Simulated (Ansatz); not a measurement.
# ClF2GeH3: the cost of one run

Method: RHF/def2-SVP, in Ansatz 0.2.0.

## Step 1: Starting point

Bond lengths: Ge1–F2 2.030 Å, Ge1–H3 1.550 Å, Ge1–F4 1.679 Å, Ge1–H5 1.549 Å, Ge1–Cl6 2.520 Å. Angles: F2–Ge1–H3 109.5°, F2–Ge1–F4 109.5°, F2–Ge1–H5 109.5°, F2–Ge1–Cl6 71.6°, H3–Ge1–F4 109.5°, H3–Ge1–H5 109.5°, H3–Ge1–Cl6 178.9°, F4–Ge1–H5 109.5°, F4–Ge1–Cl6 69.8°, H5–Ge1–Cl6 70.1°.

As a file:

```xyz
7

Ge    0.0000    0.0000    0.0000
F     0.0000    0.0000    2.0300
H     1.4616    0.0000   -0.5162
F    -0.7913    1.3709   -0.5594
H    -0.7300   -1.2648   -0.5162
Cl   -2.3914    0.0076    0.7946
H    -1.1996    0.0038    1.9150
```

## Step 2: Pulling towards end A

Springs on the bonds that form and break draw the guess towards this end; the thresholds are loose.

input.yaml

```yaml
crystal:
  periodic: [false, false, false]
  atoms:
    - { symbol: Ge, position_ang: [0.0, 0.0, 0.0] }
    - { symbol: F, position_ang: [0.0, 0.0, 2.03] }
    - { symbol: H, position_ang: [1.4616, 0.0, -0.5162] }
    - { symbol: F, position_ang: [-0.7913, 1.3709, -0.5594] }
    - { symbol: H, position_ang: [-0.73, -1.2648, -0.5162] }
    - { symbol: Cl, position_ang: [-2.3914, 0.0076, 0.7946] }
    - { symbol: H, position_ang: [-1.1996, 0.0038, 1.915] }
basis:
  gaussian: { orbitals: def2-SVP }
hamiltonian:
  xc: hf
relax:
  f_tol: 0.15
  max_steps: 25
  restrain:
    - { distance: [0, 5], at: 3.42, k: 30.0 }
    - { distance: [6, 1], at: 2.12, k: 30.0 }
    - { distance: [0, 1], at: 1.68, k: 30.0 }
    - { distance: [6, 5], at: 1.37, k: 30.0 }
```

Run with:

```bash
ansatz run input.yaml --threads 1 --pin off --max-ram 2048MiB --backend cpu --events-out ev --progress --plain --runs-dir out
```

What time and memory should one allow on 1 thread of Arm Neoverse V1, shared host?

About 17 s, with a peak of 0.19 GiB.
